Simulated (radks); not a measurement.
# Au⁺ in [Kr] 4d10 4f14 5s2 5p5.5 5d10 6d0.5: an all-electron calculation

The task here is to estimate one member of a computed series from the others.

Program: radks (a radial shooting solver on a logarithmic mesh, Libxc functionals) version 1. Level of theory: scalar-relativistic Kohn-Sham, PW91, spin-unpolarised, spherical densities, finite nucleus. These are calculated values, not measurements, unless marked.

## The system

```
element            : gold (Z = 79)
charge             : +1
electrons          : 78
configuration      : [Kr] 4d10 4f14 5s2 5p5.5 5d10 6d0.5
nuclear rms radius : 5.4371 fm
```

The first run:

Input:

```text
Z 79
configuration [Kr] 4d10 4f14 5s2 5p5.5 5d10 6d0.5 6s0 6p0 5f0 7d0
relativity scalar-relativistic
functional pw91,pw91
spin unpolarised
nucleus finite rms 5.4371 fm
c 137.035999084
```

Among the steps run: Self-consistent calculation.

One of the session's tables, all rows but one given; the rest of the session is left out.

It belongs to the step «Radial structure». Sizes of the orbitals, from the radial functions (bohr):

| level | <r> | outermost maximum (interpolated) | 90 % within | nodes |
| --- | --- | --- | --- | --- |
| 1s | 0.01687 | 0.0104 | 0.0308 | 0 |
| 2s | 0.07113 | 0.0602 | 0.111 | 1 |
| 2p | 0.06424 | 0.0498 | 0.105 | 0 |
| 3s | 0.1839 | 0.170 | 0.270 | 2 |
| 3p | 0.1851 | 0.169 | 0.277 | 1 |
| 3d | 0.1677 | 0.138 | 0.260 | 0 |
| 4s | 0.4071 | 0.383 | 0.584 | 3 |
| 4p | 0.4335 | 0.403 | 0.629 | 2 |
| 4d | 0.4583 | 0.410 | 0.684 | 1 |
| 5s | 0.9254 | 0.847 | 1.32 | 4 |
| 4f | 0.4982 | 0.375 | 0.800 | 0 |
| 5p | ? | ? | ? | ? |
| 5d | 1.522 | 1.20 | 2.36 | 2 |
| 6s | 2.532 | 2.18 | 3.71 | 5 |
| 6p | 3.457 | 2.86 | 5.19 | 4 |
| 6d | 6.726 | 6.02 | 9.92 | 3 |
| 5f | 10.02 | 8.91 | 14.3 | 1 |

Estimate the missing values for 5p.

**Answer.** <r>: 1.068; outermost maximum (interpolated): 0.951; 90 % within: 1.55; nodes: 3. In the column «<r>» it lies between 5s (0.9254) and 5d (1.522).
